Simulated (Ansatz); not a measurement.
# GaP: the cost of one run

Computed with Ansatz 0.2.0 (DFT LDA, scalar-relativistic, plane waves, PAW, unless a step's input says otherwise).

1 further run of the same task is left out (set aside as unsound or not needed).

## Step 1: The starting structure

It takes space group F-43m (No. 216, cubic). The conventional cell has a = 5.391 Å, b = 5.391 Å, c = 5.391 Å, α = 90.00°, β = 90.00°, γ = 90.00°. Around Ga (site symmetry -43m) lie 4 P at 2.33 Å. P (site symmetry -43m) has 4 Ga at 2.33 Å as nearest neighbours.

Coordinates:

```
CELL_PARAMETERS angstrom
0.00000 2.69565 2.69565
2.69565 0.00000 2.69565
2.69565 2.69565 0.00000
ATOMIC_POSITIONS crystal
Ga 0.00000 0.00000 0.00000
P 0.25000 0.25000 0.25000
```

It is the result of an earlier relaxation at this level (volume 19.59 Å³/atom; gap on the mesh: 1.43 eV).

## Step 2: Band edges and mean potential of the bulk

input.yaml reads:

```yaml
crystal:
  lattice:
    - [0.0, 2.6956500736, 2.6956500736]
    - [2.6956500736, 0.0, 2.6956500736]
    - [2.6956500736, 2.6956500736, 0.0]
  atoms:
    - { symbol: Ga, position: [0.0, 0.0, 0.0] }
    - { symbol: P, position: [0.25, 0.25, 0.25] }
basis:
  ecutwfc: 420
kpoints:
  mp_grid: { grid: [8, 8, 8] }
  band_path: { path: [VBM, CBM], npoints: 2 }
hamiltonian:
  xc: lda
scf:
  occupations: { method: gaussian, width: 0.02 }
output:
  forces: true
  stress: true
  eigenvalues: true
```

Command:

```console
$ ansatz run input.yaml --threads 1 --pin off --max-ram 2560MiB --backend cpu --events-out ev --progress --plain --runs-dir out
```

**Question.** How long does this run take on 1 thread of Arm Neoverse N1, shared host, and how much memory does it need?

About 10 s, with a peak of 0.28 GiB.
